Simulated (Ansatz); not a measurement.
# Ge2H8N2S: one species, many methods

One table from this session's results is given with a row withheld; the runs are named, their logs left out.

Program: Ansatz 0.2.0, Gaussian basis. Level of theory: functionals in def2-TZVPP, the program's frozen cores in correlated methods. These are calculated values, not measurements.

Plan: PBE-D4, r2SCAN-D4, PBE0-D4, B3LYP-D4, ωB97X-V, ωB97M-V, B2PLYP; CCSD(T)/def2-TZVPP; MP2/def2-QZVPP; extrapolation to the limit.

## The relaxed structure

The geometry comes from an earlier relaxation with PBE0-D4 in a triple-zeta def2 set; it is a stationary point, not always the lowest conformer.

SMILES `[NH2][GeH2][S][GeH2][NH2]`, 13 atoms, charge 0, spin multiplicity 1.

Atoms are counted from 1 here; the program's logs count them from 0.

Bond lengths: N1–Ge2 1.851 Å, N1–H6 1.012 Å, N1–H7 1.012 Å, Ge2–S3 2.207 Å, Ge2–H8 1.538 Å, Ge2–H9 1.542 Å, S3–Ge4 2.250 Å, Ge4–N5 1.828 Å, Ge4–H10 1.536 Å, Ge4–H11 1.534 Å, N5–H12 1.012 Å, N5–H13 1.015 Å. Angles: Ge2–N1–H6 113.3°, Ge2–N1–H7 113.1°, H6–N1–H7 108.3°, N1–Ge2–S3 107.6°, N1–Ge2–H8 105.1°, N1–Ge2–H9 114.4°, S3–Ge2–H8 112.1°, S3–Ge2–H9 106.1°, H8–Ge2–H9 111.6°, Ge2–S3–Ge4 96.6°, S3–Ge4–N5 114.7°, S3–Ge4–H10 107.2°, S3–Ge4–H11 105.1°, N5–Ge4–H10 107.7°, N5–Ge4–H11 109.0°, H10–Ge4–H11 113.2°, Ge4–N5–H12 113.4°, Ge4–N5–H13 109.6° and more.

Set-up of the first run:

Contents of in.yaml:

```yaml
crystal:
  periodic: [false, false, false]
  atoms:
    - {symbol: N, position_ang: [-1.559099, 0.762563, -0.092323]}
    - {symbol: Ge, position_ang: [-0.425939, 1.212055, 1.300613]}
    - {symbol: S, position_ang: [0.846849, -0.541894, 1.718642]}
    - {symbol: Ge, position_ang: [1.570590, -0.844517, -0.390256]}
    - {symbol: N, position_ang: [0.320938, -1.524620, -1.537755]}
    - {symbol: H, position_ang: [-2.306282, 0.139213, 0.185641]}
    - {symbol: H, position_ang: [-1.969294, 1.568370, -0.547246]}
    - {symbol: H, position_ang: [0.389498, 2.408774, 0.782627]}
    - {symbol: H, position_ang: [-1.142796, 1.544988, 2.624297]}
    - {symbol: H, position_ang: [1.995603, 0.531086, -0.926046]}
    - {symbol: H, position_ang: [2.735623, -1.835787, -0.275199]}
    - {symbol: H, position_ang: [0.055551, -2.476839, -1.323298]}
    - {symbol: H, position_ang: [-0.511263, -0.943402, -1.519698]}
basis:
  gaussian: {orbitals: def2-TZVPP}
hamiltonian: {xc: pbe, dispersion: d4}
output: {forces: true, orbitals: {seedname: orbitals}}
```

The run is started by

```sh
$ ansatz run in.yaml --threads 2 --pin off --events-out ev --progress --plain --max-ram 31744MiB --backend cuda --devices 0, --max-vram 18GiB
```

Steps of the session up to this table: PBE-D4 (GGA); r2SCAN-D4 (meta-GGA); PBE0-D4 (hybrid); B3LYP-D4 (hybrid); ωB97X-V (range-separated); ωB97M-V (range-separated); B2PLYP (double hybrid); CCSD(T) in def2-TZVPP; MP2 in def2-QZVPP.

One of the session's tables, all rows but one given; the rest of the session is left out.

It belongs to the step «Atomisation energies». 

```
            method  atomisation energy (eV)
            PBE-D4                   41.361
         r2SCAN-D4                   40.886
           PBE0-D4                   40.683
          B3LYP-D4                   40.890
           ωB97X-V                   41.395
           ωB97M-V                   40.988
            B2PLYP                   40.345
     HF/def2-TZVPP                        ?
    MP2/def2-TZVPP                   40.168
   CCSD/def2-TZVPP                   39.343
CCSD(T)/def2-TZVPP                   40.041
           MP2/CBS                   41.318
       CCSD(T)/CBS                   41.190
```

Q: Estimate the row for HF/def2-TZVPP from the others.

As computed: atomisation energy (eV): 27.637. In the column «atomisation energy (eV)» it is the lowest.

To keep in mind: Free atoms (2 N, 2 Ge, 1 S, 8 H) were run apart at each level; the atomisation energy is their sum less the molecule, without zero-point or spin-orbit terms.
